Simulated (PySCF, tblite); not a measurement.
**C₅H₁₂S₂Si: geometry, infrared bands and NMR shifts**

What infrared bands and NMR shifts should C₅H₁₂S₂Si (`[SiH3]C[C@@H]1CCSSC1`) show?

The runs use tblite 0.8.0 and PySCF 2.14.0, with density-fitted response routines of our own; the level of theory stands in each step. All values are computed, except where a source is named. Atoms count from 0, in the outputs and in this text.

## Step 1: The starting structure

20 atoms, charge 0, multiplicity 1; geometry from: force field or distance geometry start.

Bonds of the start (Å): Si0–C1 1.86, C1–C2 1.51, C2–C3 1.49, C3–C4 1.51, C4–S5 1.81, S5–S6 2.15, S6–C7 1.83, C7–C2 1.52, Si0–H8 1.49, Si0–H9 1.47, Si0–H10 1.45, C1–H11 1.12, C1–H12 1.11, C2–H13 1.12, C3–H14 1.12, C3–H15 1.09, C4–H16 1.12, C4–H17 1.10, C7–H18 1.10, C7–H19 1.10.

## Step 2: Geometry optimisation with GFN2-xTB

The job: settings as JSON, then the geometry in Å.

```
{"job": {"kind": "relax", "xc": "GFN2-xTB", "basis": "xTB"}, "charge": 0, "multiplicity": 1}
Si     2.453600    -0.442800    -0.173300
C      1.221100     0.921500     0.083800
C     -0.100900     0.297300     0.467700
C     -0.525200    -0.564500    -0.675000
C     -1.722900    -1.443800    -0.430700
S     -3.249100    -0.534200    -0.064600
S     -2.641900     0.938300     1.373600
C     -1.012800     1.488100     0.742000
H      2.231900    -1.458800     0.895600
H      3.787600     0.148000    -0.024000
H      2.239100    -1.012800    -1.493200
H      1.525200     1.654900     0.875400
H      1.092400     1.470500    -0.872100
H      0.048200    -0.267500     1.422200
H      0.317100    -1.273000    -0.856200
H     -0.586300     0.051200    -1.571600
H     -1.858800    -2.024100    -1.380500
H     -1.514300    -2.138400     0.390100
H     -1.222600     2.062000    -0.168400
H     -0.486400     2.138800     1.456100
```

Run with:

```console
$ OMP_NUM_THREADS=1 python probes_run.py task.json out
```

One launch serves the whole session: the jobs run in the order shown.

**Question.** This job is followed by: GFN2-xTB harmonic vibrations, gas phase; GIAO PBE0/pcSseg-1 NMR shielding, non-relativistic, gas phase. What will the session give for the following? strongest single infrared mode (GFN2-xTB); zero-point energy (GFN2-xTB); 13C shifts against TMS (PBE0/pcSseg-1); 1H shifts against TMS (PBE0/pcSseg-1, means over atoms taken as alike); 29Si shifts against TMS (PBE0/pcSseg-1); 33S shifts against CS2 (PBE0/pcSseg-1).

As calculated:

```
                                                              quantity                                                           value
                             strongest single infrared mode (GFN2-xTB)                                           2253 cm⁻¹, 316 km/mol
                                          zero-point energy (GFN2-xTB)                                                   97.4 kcal/mol
                                13C shifts against TMS (PBE0/pcSseg-1)                                50.8, 43.6, 42.7, 39.5, 19.2 ppm
1H shifts against TMS (PBE0/pcSseg-1, means over atoms taken as alike)  3.84, 2.75, 2.68, 2.45, 2.40, 2.03, 1.44, 1.19, 0.72, 0.56 ppm
                               29Si shifts against TMS (PBE0/pcSseg-1)                                                       -72.6 ppm
                                33S shifts against CS2 (PBE0/pcSseg-1)                                                      64, 56 ppm
```

What this shows: Relaxing lowered the energy by 0.682 eV in 62 steps; the close pair that moved most is S5–S6, from 2.146 to 2.036 Å. All 54 modes are real, so the xTB geometry is a minimum. The strongest single mode, at 2253 cm⁻¹, moves mainly H10. Unscaled tight-binding wavenumbers are off by several per cent, some by more. Its intensities can rank the bands wrongly.
